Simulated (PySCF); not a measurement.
**GeF₂: structure of the triplet**

Where does triplet GeF₂ go from a linear start, is the end point a minimum, and what are its modes, charges and moments?

Computed with PySCF 2.14.0. Level: PBE, basis Ge def2-TZVP, F def2-TZVP, no relativity, density fitting.

### Step 1. The starting structure

3 atoms, charge 0, spin multiplicity 3.

Bond lengths: Ge1–F2 1.850 Å, Ge1–F3 1.850 Å. Angles: F2–Ge1–F3 180.0°.

```xyz
3
charge 0 multiplicity 3
Ge    0.0000    0.0000    0.0000
F     0.0000    0.0000    1.8500
F     0.0000    0.0000   -1.8500
```

### Step 2. First SCF at the start

One driver script runs all steps and calls PySCF; scf.py shows how it sets up the SCF of each step. The optimiser is the driver's own. After this first run the driver tries any further starts and a stability analysis.

The input, scf.py:

```python
from pyscf import gto, scf, dft
mol = gto.M(atom='''
Ge     0.000000     0.000000     0.000000
F      0.000000     0.000000     1.850000
F      0.000000     0.000000    -1.850000''',
    basis={'Ge': 'def2-TZVP', 'F': 'def2-TZVP'},
    charge=0, spin=2)
mf = dft.UKS(mol, xc='PBE')
mf.grids.atom_grid = (50, 194)
aux = {'Ge': 'def2-universal-JKFIT', 'F': 'def2-universal-JKFIT'}
mf = mf.density_fit(auxbasis=aux)
mf.conv_tol = 1e-08
mf.diis_space = 10
mf.max_cycle = 60
mf.init_guess = 'minao'
mf.verbose = 4
mf.kernel()
```

Command:

```
OMP_NUM_THREADS=4 python axn.py task.json out
```

The log of the run:

```text
init E= -2275.66106294343
[... the frontier-level lines of each cycle are left out ...]
cycle= 1 E= -2276.00786137566  delta_E= -0.347  |g|= 0.88  |ddm|= 1.38
cycle= 2 E= -2273.61389482291  delta_E= 2.39  |g|= 2.67  |ddm|= 1.97
cycle= 3 E= -2276.18564085815  delta_E= -2.57  |g|= 0.349  |ddm|= 1.73
cycle= 4 E= -2276.21063454422  delta_E= -0.025  |g|= 0.16  |ddm|= 0.236
cycle= 5 E= -2276.21687475464  delta_E= -0.00624  |g|= 0.0345  |ddm|= 0.0634
cycle= 6 E= -2276.21740042695  delta_E= -0.000526  |g|= 0.00372  |ddm|= 0.0331
cycle= 7 E= -2276.2174057782  delta_E= -5.35e-06  |g|= 0.000935  |ddm|= 0.00531
cycle= 8 E= -2276.21740608325  delta_E= -3.05e-07  |g|= 0.000138  |ddm|= 0.000606
cycle= 9 E= -2276.21740609319  delta_E= -9.94e-09  |g|= 2.52e-05  |ddm|= 0.000282
Extra cycle  E= -2276.21740609371  delta_E= -5.16e-10  |g|= 2.91e-05  |ddm|= 0.000229
converged SCF energy = -2276.21740609371  <S^2> = 2.0030242  2S+1 = 3.0020155
```

This step, with its further starts and checks, took 13 s on 4 threads of Arm Neoverse N1, shared host.

The starts that the driver tried:

```csv
start,energy (Eh)
the minimal-basis guess,-2276.217406
a thermally smeared density,-2276.217406
a smeared PBE density,-2276.217406
```

The test of internal stability and the other starts found no lower solution of this spin.

### Step 3. Relaxation: linear start, triplet

The program finds D∞h symmetry in the start, which this walk keeps.

scf.py, as its differences from that of step 2:

```diff
@@ -15 +14,0 @@
-mf.init_guess = 'minao'
```

Steps of the walk:

```csv
step,energy (Eh),change (kJ/mol),largest symmetric gradient (Eh/bohr)
0,-2276.217406,0.00,0.01099
1,-2276.218137,-1.92,0.00098
2,-2276.218142,-1.93,0.00011
3,-2276.218142,-1.93,0.00000
```

The walk took 6.9 s.

Positions (Å) and forces (eV/Å) along the way:

```
step 0
Ge   0.000   0.000   0.000   0.000   0.000   0.000
F    0.000   0.000   1.850   0.000   0.000  -0.565
F    0.000   0.000  -1.850   0.000   0.000   0.565
step 1
Ge   0.000   0.000   0.000   0.000   0.000   0.000
F    0.000   0.000   1.819   0.000   0.000  -0.050
F    0.000   0.000  -1.819   0.000   0.000   0.050
step 2
Ge   0.000   0.000   0.000   0.000   0.000   0.000
F    0.000   0.000   1.815   0.000   0.000   0.006
F    0.000   0.000  -1.815   0.000   0.000  -0.006
step 3
Ge   0.000   0.000   0.000   0.000   0.000  -0.001
F    0.000   0.000   1.816   0.000   0.000   0.000
F    0.000   0.000  -1.816   0.000   0.000   0.000
```

End point (D∞h, 3 steps, 1.9 kJ/mol gained): Ge–F 1.816 Å (×2); F–Ge–F 180.0°.

### Step 4. Hessian and properties

On the finer grid the gradient is checked again; gradients at displacements of ±0.02 bohr then give force constants and infrared intensities.

scf.py, as its differences from that of step 3:

```diff
@@ -3,3 +3,3 @@
-Ge     0.000000     0.000000     0.000000
-F      0.000000     0.000000     1.850000
-F      0.000000     0.000000    -1.850000''',
+Ge     0.000000     0.000000    -0.000000
+F      0.000000    -0.000000     1.816435
+F      0.000000     0.000000    -1.816435''',
@@ -9 +9 @@
-mf.grids.atom_grid = (50, 194)
+mf.grids.atom_grid = (75, 302)
@@ -12 +12 @@
-mf.conv_tol = 1e-08
+mf.conv_tol = 1e-10
```

The driver hands on the density of the step before, so the log starts near convergence.

Log of the central SCF (cycles and frontier levels):

```text
init E= -2276.21807786678
[... the frontier-level lines of each cycle are left out ...]
cycle= 1 E= -2276.21807786624  delta_E= 5.43e-10  |g|= 4.13e-05  |ddm|= 3.18e-05
cycle= 2 E= -2276.21807785961  delta_E= 6.63e-09  |g|= 0.000142  |ddm|= 9.88e-05
cycle= 3 E= -2276.21807786684  delta_E= -7.23e-09  |g|= 4.51e-06  |ddm|= 7.64e-05
cycle= 4 E= -2276.21807786685  delta_E= -9.09e-12  |g|= 8.97e-07  |ddm|= 6.32e-06
Extra cycle  E= -2276.21807786685  delta_E= -1.82e-12  |g|= 1.73e-06  |ddm|= 1.43e-05
converged SCF energy = -2276.21807786685  <S^2> = 2.0029159  2S+1 = 3.0019433
```

The whole step took 83 s.

Geometry: D∞h; Ge–F 1.816 Å (×2); F–Ge–F 180.0°.

Harmonic modes (main isotopes):

```csv
ω (cm⁻¹),IR (km/mol),μ (u),type
175i,1.6,25.41,bend
172,12.5,25.41,bend
510,0.0,19.00,stretch
568,98.8,25.41,stretch
```

1 mode is imaginary, the largest at 175i cm⁻¹: a saddle point, not a minimum.

Here the density breaks the symmetry of the frame, and no labels are given; pairs that should be degenerate can split.

Properties at this point:

| Quantity | Value |
| --- | --- |
| Dipole moment | 0.00 D |
| Highest occupied level | -4.30 eV |
| Lowest empty level | -6.37 eV |
| Rotational constants | 0.1345 cm⁻¹ |
| Zero-point energy (real modes) | 7.5 kJ/mol |
| Principal polarisabilities | 26.7, 27.1, 42.7 bohr³ |
| Atomisation energy without zero-point energy | 730 kJ/mol |
| Principal traceless quadrupole moments about the centre of mass | -7.15, 0.39, 6.76 D Å |
| Spin squared ⟨S²⟩ | 2.003 |

Populations by atom (charges in e):

```tsv
atom	Mulliken	Löwdin	polar tensor	spin (Mulliken)	Mayer order to Ge1
Ge1	0.56	0.30	0.78	1.52	–
F2,3	-0.28	-0.15	-0.39	0.24	0.97
```

Outer orbital energies (eV). α occupied: -14.24, -12.25, -10.51, -10.45, -10.14, -10.08, -7.75, -4.30; empty: -4.24, 0.98, 3.64, 3.75. β occupied: -28.83, -28.43, -13.26, -11.43, -10.26, -9.99, -9.94, -9.70; empty: -6.37, -3.19, -2.36, 1.57.

Mulliken populations on Ge1: s 7.51, p 13.64, d 10.21, f 0.07.

### Step 5. Downhill along the imaginary mode

The start is the last point, displaced along its most imaginary mode.

The program finds C2v symmetry in the start, which this walk keeps. Threshold on the gradient: 0.0003 Eh/bohr, with a further test on the energy change.

scf.py, as its differences from that of step 4:

```diff
@@ -3,3 +3,3 @@
-Ge     0.000000     0.000000    -0.000000
-F      0.000000    -0.000000     1.816435
-F      0.000000     0.000000    -1.816435''',
+Ge     0.059108     0.017632     0.000000
+F     -0.114993    -0.034302     1.816435
+F     -0.114993    -0.034302    -1.816435''',
@@ -9 +9 @@
-mf.grids.atom_grid = (75, 302)
+mf.grids.atom_grid = (50, 194)
@@ -12 +12 @@
-mf.conv_tol = 1e-10
+mf.conv_tol = 1e-08
```

The optimiser's trace:

```csv
step,energy (Eh),change (kJ/mol),largest symmetric gradient (Eh/bohr)
0,-2276.219425,0.00,0.00629
1,-2276.221448,-5.31,0.00933
2,-2276.224656,-13.73,0.00919
3,-2276.228157,-22.93,0.01316
4,-2276.233149,-36.03,0.02454
5,-2276.236383,-44.52,0.00311
6,-2276.236878,-45.82,0.00128
7,-2276.236894,-45.87,0.00010
8,-2276.236894,-45.87,0.00002
```

The walk took 21 s.

After 8 steps and 45.9 kJ/mol it ends at C2v: Ge–F 1.771 Å (×2); F–Ge–F 114.7°.

### Step 6. Vibrations and properties at this point

As before: finer grid, then central differences.

scf.py, as its differences from that of step 5:

```diff
@@ -3,3 +3,3 @@
-Ge     0.059108     0.017632     0.000000
-F     -0.114993    -0.034302     1.816435
-F     -0.114993    -0.034302    -1.816435''',
+Ge     0.309714     0.092386     0.000000
+F     -0.604080    -0.180193     1.491317
+F     -0.604080    -0.180193    -1.491317''',
@@ -9 +9 @@
-mf.grids.atom_grid = (50, 194)
+mf.grids.atom_grid = (75, 302)
@@ -12 +12 @@
-mf.conv_tol = 1e-08
+mf.conv_tol = 1e-10
```

Log of the central SCF (cycles and frontier levels):

```text
init E= -2276.23646366309
[... the frontier-level lines of each cycle are left out ...]
cycle= 1 E= -2276.23646366298  delta_E= 1.04e-10  |g|= 2.01e-05  |ddm|= 1.42e-05
cycle= 2 E= -2276.23646366213  delta_E= 8.48e-10  |g|= 5.41e-05  |ddm|= 3.78e-05
cycle= 3 E= -2276.23646366309  delta_E= -9.54e-10  |g|= 7.12e-06  |ddm|= 2.99e-05
cycle= 4 E= -2276.23646366311  delta_E= -2.14e-11  |g|= 1.91e-06  |ddm|= 3.75e-06
Extra cycle  E= -2276.23646366311  delta_E= 2.73e-12  |g|= 5.4e-06  |ddm|= 3.96e-06
converged SCF energy = -2276.23646366311  <S^2> = 2.0019048  2S+1 = 3.0012696
```

The whole step took 31 s on 4 threads of Arm Neoverse N1, shared host.

Geometry: C2v; Ge–F 1.770 Å (×2); F–Ge–F 114.8°.

Harmonic modes (main isotopes):

| symmetry | ω (cm⁻¹) | IR (km/mol) |
| --- | --- | --- |
| a1 | 166 | 7.6 |
| a1 | 607 | 26.4 |
| b2 | 646 | 74.7 |

Every mode is real; the point is a minimum.

Properties at this point:

```yaml
Dipole_moment: 1.69 D
Highest_occupied_level: -4.26 eV
Lowest_empty_level: -7.05 eV
Rotational_constants: 0.7387, 0.1995, 0.1571 cm⁻¹
Zero-point_energy: 8.5 kJ/mol
Principal_polarisabilities: 28.2, 29.0, 35.0 bohr³
Atomisation_energy_without_zero-point_energy: 778 kJ/mol
Principal_traceless_quadrupole_moments_about_the_centre_of_mass: -3.47, 0.07, 3.40 D Å
Entropy_at_298.15_K_and_1_bar_electronic_part_spin_only: 284.3 J/(mol K)
Heat_capacity_Cp_at_298.15_K: 49.3 J/(mol K)
Enthalpy_at_298.15_K_above_0_K: 12.30 kJ/mol
Rotational_symmetry_number: 2
Spin_squared_⟨S²⟩: 2.002
```

Populations by atom (charges in e):

```
atom  Mulliken  Löwdin  polar tensor  spin (Mulliken)  Mayer order to Ge1
 Ge1      0.54    0.23          0.85             1.64                   –
F2,3     -0.27   -0.11         -0.42             0.18                1.02
```

Outer orbital energies (eV). α occupied: -14.36, -12.10, -10.74, -10.69, -10.21, -10.13, -8.69, -4.26; empty: -1.62, -0.95, 4.36, 4.42. β occupied: -29.04, -28.71, -13.56, -11.49, -10.45, -10.30, -9.96, -9.90; empty: -7.05, -2.25, -0.63, 0.05.

Mulliken populations on Ge1: s 7.39, p 13.77, d 10.23, f 0.07.

### Step 7. The points found, side by side

| spin | group | bonds | imaginary modes (cm⁻¹) | ΔE (kJ/mol) | with zero-point energy |
| --- | --- | --- | --- | --- | --- |
| triplet | C2v | Ge–F 1.770 Å (×2) | none | 0.0 | 0.0 |
| triplet | D∞h (density of lower symmetry) | Ge–F 1.816 Å (×2) | 175i | 48.3 | – |

### Step 8. Summary of results

| quantity | value |
| --- | --- |
| minimum | triplet, C2v |
| geometry | Ge–F 1.770 Å (×2); F–Ge–F 114.8° |
| wavenumbers (cm⁻¹) | 166 (a1), 607 (a1), 646 (b2) |
| dipole moment | 1.69 D |
| highest occupied, lowest empty level (either spin) | -4.26, -7.05 eV |
| polar-tensor charge of Ge1 | +0.85 e |
| zero-point energy | 8.5 kJ/mol |
| entropy at 298.15 K | 284.3 J/(mol K) |
| atomisation energy (no zero-point energy) | 778 kJ/mol |
| ⟨S²⟩ | 2.002 |

What this shows: The linear start (D∞h) ends in a minimum of C2v symmetry, after a stop at a saddle point 48.3 kJ/mol higher, from which it was pushed off along an imaginary mode. An empty level of one spin lies below a filled level of the other, which hints that a lower spin is more stable. The strongest infrared band lies at 646 cm⁻¹ (b2, stretch). Most of the spin sits on Ge1 (Mulliken spin 1.64, against 2 for the whole molecule). Only this shape and spin were tried, so other structures or states may lie lower.

The search up to here took 2.6 min.
